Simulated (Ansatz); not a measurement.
# CuF3 (ReO3 type): how the settings move a single-point run

Question: which choices in the input matter for CuF3 (ReO3 type)?

Computed with Ansatz 0.2.0 (reference: DFT PBE, scalar-relativistic, plane waves, PAW, unless a step's input says otherwise).

6 further runs of the same task are left out: 4 that didn't finish, 2 set aside as unsound or not needed. Runs told in other sessions of the task aren't counted.

## Step 1: The starting structure

The structure is cubic, space group Pm-3m (No. 221). The conventional cell has a = 3.790 Å, b = 3.790 Å, c = 3.790 Å, α = 90.00°, β = 90.00°, γ = 90.00°. Cu (site symmetry m-3m) is surrounded by 6 F at 1.89 Å. F (site symmetry 4/mmm) has 2 Cu at 1.89 Å in its first shell of neighbours.

Structure file:

```cif
data_structure
_symmetry_space_group_name_H-M 'P 1'
_symmetry_Int_Tables_number 1
_cell_length_a 5.3595
_cell_length_b 5.3595
_cell_length_c 7.5795
_cell_angle_alpha 45.000
_cell_angle_beta 45.000
_cell_angle_gamma 60.000
_cell_volume 108.86
loop_
_atom_site_label
_atom_site_type_symbol
_atom_site_fract_x
_atom_site_fract_y
_atom_site_fract_z
_atom_site_occupancy
Cu1 Cu 0.00000 0.00000 0.00000 1
F1 F 0.50000 0.00000 0.75000 1
F2 F 0.00000 0.00000 0.25000 1
F3 F 0.00000 0.50000 0.75000 1
Cu2 Cu 0.00000 0.00000 0.50000 1
F4 F 0.50000 0.00000 0.25000 1
F5 F 0.00000 0.00000 0.75000 1
F6 F 0.00000 0.50000 0.25000 1
```

## Step 2: Baseline

File input.yaml:

```yaml
crystal:
  lattice:
    - [3.7897726989, 0.0, 3.7897726989]
    - [0.0, 3.7897726989, 3.7897726989]
    - [0.0, 0.0, 7.5795453978]
  atoms:
    - { symbol: Cu, position: [0.0, 0.0, 0.0], spin: 0.78 }
    - { symbol: F, position: [0.5, 0.0, 0.75] }
    - { symbol: F, position: [0.0, 0.0, 0.25] }
    - { symbol: F, position: [0.0, 0.5, 0.75] }
    - { symbol: Cu, position: [0.0, 0.0, 0.5], spin: -0.78 }
    - { symbol: F, position: [0.5, 0.0, 0.25] }
    - { symbol: F, position: [0.0, 0.0, 0.75] }
    - { symbol: F, position: [0.0, 0.5, 0.25] }
basis:
  ecutwfc: 420
  ecutrho_ratio: 4
kpoints:
  mp_grid: { grid: [10, 10, 5] }
  band_path:
    path:
      - [[0.0, 0.0, 0.0], [0.0, 0.5, 0.0], [0.5, 0.5, 0.0], [0.0, 0.0, 0.0], [1.0, 1.0, 1.0], [0.0, 0.5, 0.0]]
      - [[1.0, 1.0, 1.0], [0.5, 0.5, 0.0]]
    npoints: 14
hamiltonian:
  xc: pbe
scf:
  occupations: { method: gaussian, width: 0.05 }
  lower_state_search: "off"
  n_extra_bands: 24
output:
  forces: true
  stress: true
  eigenvalues: true
  populations: true
  dos: { projected: true, de: 0.02, nscf_kmesh: { grid: [15, 15, 8] } }
  bader: true
  write_density: true
  write_potential: true
  elf: true
  volumetric_format: npy
magnetization:
  spin_polarized: true
checkpoint:
  read: start.run
  write: ck
  compress: false
  write_wavefunctions: false
  write_every: 100000
```

Run with:

```sh
$ ansatz run input.yaml --threads 2 --pin off --max-ram 2662MiB --backend cpu --events-out ev --progress --plain --runs-dir out
```

## Step 3: Changing settings: lower_state_search left out

File input.yaml:

```yaml
crystal:
  lattice:
    - [3.7897726989, 0.0, 3.7897726989]
    - [0.0, 3.7897726989, 3.7897726989]
    - [0.0, 0.0, 7.5795453978]
  atoms:
    - { symbol: Cu, position: [0.0, 0.0, 0.0], spin: 2.0 }
    - { symbol: F, position: [0.5, 0.0, 0.75] }
    - { symbol: F, position: [0.0, 0.0, 0.25] }
    - { symbol: F, position: [0.0, 0.5, 0.75] }
    - { symbol: Cu, position: [0.0, 0.0, 0.5], spin: -2.0 }
    - { symbol: F, position: [0.5, 0.0, 0.25] }
    - { symbol: F, position: [0.0, 0.0, 0.75] }
    - { symbol: F, position: [0.0, 0.5, 0.25] }
basis:
  ecutwfc: 420
  ecutrho_ratio: 4
kpoints:
  mp_grid: { grid: [10, 10, 5] }
hamiltonian:
  xc: pbe
scf:
  occupations: { method: gaussian, width: 0.05 }
output:
  forces: true
  stress: true
magnetization:
  spin_polarized: true
```

## Step 4: Changing settings: pseudopotentials.kind nc, pseudopotentials.accuracy standard, lower_state_search left out

File input.yaml:

```yaml
crystal:
  lattice:
    - [3.7897726989, 0.0, 3.7897726989]
    - [0.0, 3.7897726989, 3.7897726989]
    - [0.0, 0.0, 7.5795453978]
  atoms:
    - { symbol: Cu, position: [0.0, 0.0, 0.0], spin: 2.0 }
    - { symbol: F, position: [0.5, 0.0, 0.75] }
    - { symbol: F, position: [0.0, 0.0, 0.25] }
    - { symbol: F, position: [0.0, 0.5, 0.75] }
    - { symbol: Cu, position: [0.0, 0.0, 0.5], spin: -2.0 }
    - { symbol: F, position: [0.5, 0.0, 0.25] }
    - { symbol: F, position: [0.0, 0.0, 0.75] }
    - { symbol: F, position: [0.0, 0.5, 0.25] }
basis:
  ecutwfc: 420
  ecutrho_ratio: 4
kpoints:
  mp_grid: { grid: [10, 10, 5] }
hamiltonian:
  xc: pbe
  pseudopotentials: { kind: nc, accuracy: standard }
scf:
  occupations: { method: gaussian, width: 0.05 }
output:
  forces: true
  stress: true
magnetization:
  spin_polarized: true
```

## Step 5: Changing settings: pseudopotentials.kind nc, pseudopotentials.accuracy standard, eigensolver.kind davidson, lower_state_search left out

File input.yaml:

```yaml
crystal:
  lattice:
    - [3.7897726989, 0.0, 3.7897726989]
    - [0.0, 3.7897726989, 3.7897726989]
    - [0.0, 0.0, 7.5795453978]
  atoms:
    - { symbol: Cu, position: [0.0, 0.0, 0.0], spin: 2.0 }
    - { symbol: F, position: [0.5, 0.0, 0.75] }
    - { symbol: F, position: [0.0, 0.0, 0.25] }
    - { symbol: F, position: [0.0, 0.5, 0.75] }
    - { symbol: Cu, position: [0.0, 0.0, 0.5], spin: -2.0 }
    - { symbol: F, position: [0.5, 0.0, 0.25] }
    - { symbol: F, position: [0.0, 0.0, 0.75] }
    - { symbol: F, position: [0.0, 0.5, 0.25] }
basis:
  ecutwfc: 420
  ecutrho_ratio: 4
kpoints:
  mp_grid: { grid: [10, 10, 5] }
hamiltonian:
  xc: pbe
  pseudopotentials: { kind: nc, accuracy: standard }
scf:
  occupations: { method: gaussian, width: 0.05 }
  eigensolver: { kind: davidson }
output:
  forces: true
  stress: true
  write_density: true
  write_potential: true
  elf: true
  volumetric_format: npy
magnetization:
  spin_polarized: true
```

## Step 6: Changing settings: starting moments, preconditioner none, lower_state_search left out

File input.yaml:

```yaml
crystal:
  lattice:
    - [3.7897726989, 0.0, 3.7897726989]
    - [0.0, 3.7897726989, 3.7897726989]
    - [0.0, 0.0, 7.5795453978]
  atoms:
    - { symbol: Cu, position: [0.0, 0.0, 0.0], spin: -2.0 }
    - { symbol: F, position: [0.5, 0.0, 0.75] }
    - { symbol: F, position: [0.0, 0.0, 0.25] }
    - { symbol: F, position: [0.0, 0.5, 0.75] }
    - { symbol: Cu, position: [0.0, 0.0, 0.5], spin: 2.0 }
    - { symbol: F, position: [0.5, 0.0, 0.25] }
    - { symbol: F, position: [0.0, 0.0, 0.75] }
    - { symbol: F, position: [0.0, 0.5, 0.25] }
basis:
  ecutwfc: 420
  ecutrho_ratio: 4
kpoints:
  mp_grid: { grid: [10, 10, 5] }
hamiltonian:
  xc: pbe
scf:
  occupations: { method: gaussian, width: 0.05 }
  mixing: { preconditioner: none }
output:
  forces: true
  stress: true
magnetization:
  spin_polarized: true
```

## Step 7: Changed: ecutwfc 58.8 Ry, occupations.method tetrahedron, width left out, lower_state_search left out

File input.yaml:

```yaml
crystal:
  lattice:
    - [3.7897726989, 0.0, 3.7897726989]
    - [0.0, 3.7897726989, 3.7897726989]
    - [0.0, 0.0, 7.5795453978]
  atoms:
    - { symbol: Cu, position: [0.0, 0.0, 0.0], spin: 2.0 }
    - { symbol: F, position: [0.5, 0.0, 0.75] }
    - { symbol: F, position: [0.0, 0.0, 0.25] }
    - { symbol: F, position: [0.0, 0.5, 0.75] }
    - { symbol: Cu, position: [0.0, 0.0, 0.5], spin: -2.0 }
    - { symbol: F, position: [0.5, 0.0, 0.25] }
    - { symbol: F, position: [0.0, 0.0, 0.75] }
    - { symbol: F, position: [0.0, 0.5, 0.25] }
basis:
  ecutwfc: "58.8 Ry"
  ecutrho_ratio: 4
kpoints:
  mp_grid: { grid: [10, 10, 5] }
hamiltonian:
  xc: pbe
scf:
  occupations: { method: tetrahedron }
output:
  forces: true
  stress: true
magnetization:
  spin_polarized: true
```

Before running it: what results should come out? Wanted: for each run, ending; energy change; pressure; gap; abs. moment; force.

The runs gave:

```csv
run,ending,energy change,pressure (GPa),gap (eV),abs. moment (μB),force (eV/Å),cycles,time
reference,converged,0,0.0,0.34,1.73,0.00,-,2.7 min
1: lower_state_search left out,converged,0.0 meV/atom,0.0,0.34,1.73,0.00,12,5.2 s
"2: pseudopotentials.kind nc, pseudopotentials.accuracy standard, lower_state_search left out",converged,not comparable,40.0,0.00,0.00,0.00,16,5.5 s
"3: pseudopotentials.kind nc, pseudopotentials.accuracy standard, eigensolver.kind davidson, lower_state_search left out",converged,not comparable,40.0,0.00,0.00,0.00,15,7.9 s
"4: starting moments, preconditioner none, lower_state_search left out",converged,0.0 meV/atom,0.0,0.34,1.73,0.00,13,6 s
"5: ecutwfc 58.8 Ry, occupations.method tetrahedron, width left out, lower_state_search left out",converged,-6.1 meV/atom (σ→0),0.0,0.34,1.74,0.00,14,16 s
```

Times don't compare one to one where runs were asked for different outputs or read a saved state (see the inputs); cycles may leave out searches for a lower state.

Residual by cycle in the longest SCF loop of each run; runs are numbered as in the table. The quantity is the density residual dr2, in eV.

```csv
cycle,reference,run 1,run 2,run 3,run 4,run 5
1,4.2e-9,42.5,143,143,42.5,42.8
2,3.1e-9,1.76,47.5,47.9,25.5,1.61
4,-,0.199,0.285,0.322,0.57,0.963
5,-,0.209,0.00803,0.00802,0.848,0.39
6,-,0.0181,0.00274,0.00273,0.0871,0.225
8,-,5.2e-4,8.5e-5,1.1e-4,0.0103,0.133
9,-,7.6e-5,0.0116,0.0141,0.00849,0.00277
11,-,1.9e-7,4.4e-4,2.5e-4,1.5e-5,7.7e-5
12,-,1.4e-8,1.0e-5,1.6e-5,2.6e-6,8.0e-7
13,-,-,5.7e-7,5.3e-7,1.5e-8,4.8e-7
15,-,-,5.1e-9,1.9e-10,-,-
16,-,-,8.9e-11,-,-,-
```

What this shows: Runs 2 and 3 ran under the cutoff that the potentials recommend, as the log warns, so basis error is mixed into their values, and swamps them where the cutoff is far short.

These are semilocal Kohn-Sham gaps, which aren't the measured quantity. Such gaps usually fall short of the measured ones.
